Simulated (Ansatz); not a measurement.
# SnBi3O: the cost of one run

Program: Ansatz 0.2.0. Level of theory: DFT PBE, scalar-relativistic, plane waves, PAW. These are calculated values, not measurements.

## 1. The structure to begin with

It takes space group P4/mmm (No. 123, tetragonal). The conventional cell has a = 5.335 Å, b = 5.335 Å, c = 5.141 Å, α = 90.00°, β = 90.00°, γ = 90.00°. Around Sn (site symmetry 4/mmm) lie 8 Bi at 3.70 Å and 4 O at 3.77 Å. Bi (site symmetry mmm) is surrounded by 2 Bi at 2.67 Å. Around Bi (site symmetry 4/mmm) lie 2 O at 2.57 Å and 4 Bi at 2.67 Å. Around O (site symmetry 4/mmm) lie 2 Bi at 2.57 Å.

Structure file:

```
CELL_PARAMETERS angstrom
5.33488 0.00000 0.00000
0.00000 5.33488 0.00000
0.00000 0.00000 5.14077
ATOMIC_POSITIONS crystal
Sn 0.00000 0.00000 0.00000
Bi 0.00000 0.50000 0.50000
Bi 0.50000 0.00000 0.50000
Bi 0.50000 0.50000 0.50000
O 0.50000 0.50000 0.00000
```

The cell is invented: random cell by space group and Wyckoff sites (P4/mmm, No. 123). Its size is a rough estimate.

## 2. Probe: one point on a coarse mesh

File input.yaml:

```yaml
crystal:
  lattice:
    - [5.33487522, 0.0, 0.0]
    - [0.0, 5.33487522, 0.0]
    - [0.0, 0.0, 5.14076927]
  atoms:
    - { symbol: Sn, position: [0.0, 0.0, 0.0] }
    - { symbol: Bi, position: [0.0, 0.5, 0.5] }
    - { symbol: Bi, position: [0.5, 0.0, 0.5] }
    - { symbol: Bi, position: [0.5, 0.5, 0.5] }
    - { symbol: O, position: [0.5, 0.5, 0.0] }
basis:
  ecutwfc: 420
kpoints:
  mp_grid: { grid: [4, 4, 4] }
hamiltonian:
  xc: pbe
scf:
  occupations: { method: gaussian, width: 0.1 }
  lower_state_search: "off"
output:
  forces: true
  stress: true
  eigenvalues: true
```

Started as:

```console
$ ansatz run input.yaml --threads 1 --pin off --max-ram 2560MiB --backend cpu --events-out ev --progress --plain --runs-dir out
```

Q: Estimate wall time and peak memory on 1 thread of Arm Neoverse V2, shared host.

About 6.4 s, with a peak of 0.41 GiB.
